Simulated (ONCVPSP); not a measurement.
# An ONCV potential for cerium, from input to tests

Do these settings give a usable potential? It is generated, then checked for transferability, scattering, ghosts and hardness.

Program: ONCVPSP 4.0.1.1 (patched build). Reference atom: PBE, scalar-relativistic, spherical and spin-unpolarised. All values are calculated.

## 1. Starting point

The settings as typed:

```json
{"element": "cerium (Ce, Z = 58)", "type": "optimised norm-conserving Vanderbilt (ONCV)", "frozen core": "[Kr] 4d10 5s2", "valence charge": "10", "reference configuration": "4f1 5p6 5d1 6s2", "partial waves": "6s: rc 3.00 bohr, ncon 3, nbas 7, qcut 2.2 1/bohr, 1 projector; 5p: rc 2.65 bohr, ncon 3, nbas 7, qcut 5.6 1/bohr, 2 projectors, debl 1.1 Ha; 5d: rc 3.40 bohr, ncon 3, nbas 7, qcut 5.3 1/bohr, 3 projectors, debl 1.7 Ha; 4f: rc 1.55 bohr, ncon 4, nbas 9, qcut 13.3 1/bohr, 2 projectors, debl 3.5 Ha", "local potential": "polynomial inside 1.25 bohr (lpopt 3, dvloc0 0 Ha)", "core correction": "Teter function, fcfact 4.75, rcfact 1.5"}
```

## 2. Generating the potential

Input file Ce.dat:

```
# ATOM AND REFERENCE CONFIGURATION
# atsym  z   nc   nv     iexc    psfile
  Ce 58.00   10    4        4      upf
#
#   n    l    f
    1    0    2.00
    2    0    2.00
    2    1    6.00
    3    0    2.00
    3    1    6.00
    3    2   10.00
    4    0    2.00
    4    1    6.00
    4    2   10.00
    5    0    2.00
    4    3    1.00
    5    1    6.00
    5    2    1.00
    6    0    2.00
#
# PSEUDOPOTENTIAL AND OPTIMIZATION
# lmax
    3
#
#   l,   rc,      ep,       ncon, nbas, qcut
    0    3.00    0.00    3    7    2.20
    1    2.65    0.00    3    7    5.60
    2    3.40    0.00    3    7    5.30
    3    1.55    0.00    4    9   13.30
#
# LOCAL POTENTIAL
# lloc, lpopt,  rc(5),   dvloc0
    4    3    1.25    0.00
#
# VANDERBILT-KLEINMAN-BYLANDER PROJECTORs
# l, nproj, debl
    0    1    1.40
    1    2    1.10
    2    3    1.70
    3    2    3.50
#
# MODEL CORE CHARGE
# icmod, fcfact, rcfact
    3    4.75    1.50
#
# LOG DERIVATIVE ANALYSIS
# epsh1, epsh2, depsh
   -2.00    5.00    0.02
#
# OUTPUT GRID
# rlmax, drl
    6.00    0.01
#
# TEST CONFIGURATIONS
# ncnf
    4
# nvcnf
#   n    l    f
    4
    4    3    1.00
    5    1    6.00
    5    2    1.00
    6    0    1.00
#
    4
    4    3    1.00
    5    1    6.00
    5    2    1.00
    6    0    0.00
#
    4
    4    3    1.00
    5    1    6.00
    5    2    0.00
    6    0    0.00
#
    4
    4    3    1.00
    5    1    6.00
    5    2    1.00
    6    0    1.50
#
```

Command:

```
oncvpsp.x < Ce.dat > Ce.out
```

Q: Predict the outcome of this session. Wanted: cutoffs for 1 and 0.1 mHa per electron, occupied waves; bound ghosts; GHOST(+) flags; largest test error; largest phase difference near zero energy, channels read; rms error of d²Exc/dn², without and with the model core.

The runs gave:

| quantity | value |
| --- | --- |
| cutoffs for 1 and 0.1 mHa per electron, occupied waves | 63 Ha and 71 Ha |
| bound ghosts | s at -194.19 eV, s at -15.57 eV |
| GHOST(+) flags | p at 92 eV |
| largest test error (AE − PS) | -3.9 meV, for 4f1 5p6 5d1 6s1 (1 test unsolved) |
| largest phase difference near zero energy, channels read | 0.027 rad |
| rms error of d²Exc/dn², without and with the model core | 19.99 and 6.60 mHa |

In words: A bound ghost (s) makes it unfit for use: electrons can fall into a state that the atom doesn't have. By total energies transferability is very good where solved: the largest error is 3.9 meV on 6.1 eV, for 4f1 5p6 5d1 6s1. Atomic tests can pass in spite of a ghost, since they solve only for the levels asked. Of the tests 1 gave no usable energy difference, which is a warning in itself. The potential is hard: the looser tolerance needs 63 Ha. At the looser tolerance the 4f wave is the slowest; 5d needs 6 Ha. Near zero energy the phases of the channels with partial waves agree within 0.027 rad. The program also flags highly localised states, GHOST(+) (p). These are tests on the free atom; a crystal test is still owed.
